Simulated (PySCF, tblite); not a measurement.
# C5H8F2Si: geometry, infrared bands and NMR shifts

Wanted: the infrared bands and NMR shifts of C5H8F2Si (`FC(F)[SiH]1CC=CC1`), by calculation.

The runs use tblite 0.8.0 and PySCF 2.14.0, with density-fitted response routines of our own; the level of theory stands in each step. All values are computed, except where a source is named. Atoms are numbered from 0 throughout.

**1. The molecule as given**

16 atoms, charge 0, multiplicity 1; geometry from: force field or distance geometry start.

Bonds of the start (Å): F0–C1 1.38, C1–F2 1.36, C1–Si3 1.83, Si3–C4 1.91, C4–C5 1.51, C5–C6 1.34, C6–C7 1.52, C7–Si3 1.93, C1–H8 1.09, Si3–H9 1.50, C4–H10 1.09, C4–H11 1.10, C5–H12 1.08, C6–H13 1.09, C7–H14 1.09, C7–H15 1.09.

**2. Optimising the geometry with GFN2-xTB**

The job: settings as JSON, then the geometry in Å.

```
{"job": {"kind": "relax", "xc": "GFN2-xTB", "basis": "xTB"}, "charge": 0, "multiplicity": 1}
F      2.969000    -0.679900     0.821500
C      2.197500    -0.066400    -0.140200
F      2.928500     0.997900    -0.558400
Si     0.612400     0.487800     0.576600
C     -0.582400     1.148200    -0.760000
C     -1.737200     0.171100    -0.779200
C     -1.706100    -0.862600     0.075200
C     -0.522200    -1.004400     1.017300
H      2.097200    -0.767600    -0.966900
H      0.690600     1.429300     1.739300
H     -0.929800     2.151700    -0.505800
H     -0.087500     1.168800    -1.739400
H     -2.564800     0.324200    -1.453400
H     -2.508600    -1.593400     0.113500
H     -0.854100    -0.942700     2.058400
H     -0.009900    -1.953100     0.849200
```

The run is started by

```bash
OMP_NUM_THREADS=1 python probes_run.py task.json out
```

This one command runs all jobs of the session in turn.

**Question.** This job is followed by: GFN2-xTB harmonic vibrations, gas phase; GIAO PBE0/pcSseg-1 NMR shielding, non-relativistic, gas phase. What will the session give for the following? strongest single infrared mode (GFN2-xTB); zero-point energy (GFN2-xTB); ¹³C shifts against TMS (PBE0/pcSseg-1, means over atoms taken as alike); ¹H shifts against TMS (PBE0/pcSseg-1, means over atoms taken as alike); ¹⁹F shifts against CFCl3 (PBE0/pcSseg-1, means over atoms taken as alike); ²⁹Si shifts against TMS (PBE0/pcSseg-1).

As calculated:

```
                                                                 quantity                             value
                                strongest single infrared mode (GFN2-xTB)             2288 cm⁻¹, 283 km/mol
                                             zero-point energy (GFN2-xTB)                     72.7 kcal/mol
  ¹³C shifts against TMS (PBE0/pcSseg-1, means over atoms taken as alike)            138.5, 128.8, 17.5 ppm
   ¹H shifts against TMS (PBE0/pcSseg-1, means over atoms taken as alike)  6.42, 6.14, 4.64, 1.84, 1.80 ppm
¹⁹F shifts against CFCl3 (PBE0/pcSseg-1, means over atoms taken as alike)                        -153.4 ppm
                                  ²⁹Si shifts against TMS (PBE0/pcSseg-1)                          -9.4 ppm
```

In words: The optimisation took 36 steps and gained 0.257 eV; among the close pairs (by a distance rule), C1–Si3 changed most, from 1.826 to 1.942 Å. All 42 modes are real, so the xTB geometry is a minimum. The strongest single mode, at 2288 cm⁻¹, moves mainly H9. Unscaled tight-binding wavenumbers are off by several per cent, some by more. Its intensities can rank the bands wrongly. C5, C6 (mean) (alkene CH) lies farthest downfield among carbon, at 138.5 ppm; an sp2 carbon of a C=C bond. The most deshielded hydrogen is H8 (hydrogen on an sp3 CH bonded to 2 F and Si), at 6.42 ppm: its carbon carries F, an electronegative neighbour. At PBE0/pcSseg-1: Shielding is most anisotropic at F0, F2 (span 265 ppm, paramagnetic term -147 ppm).
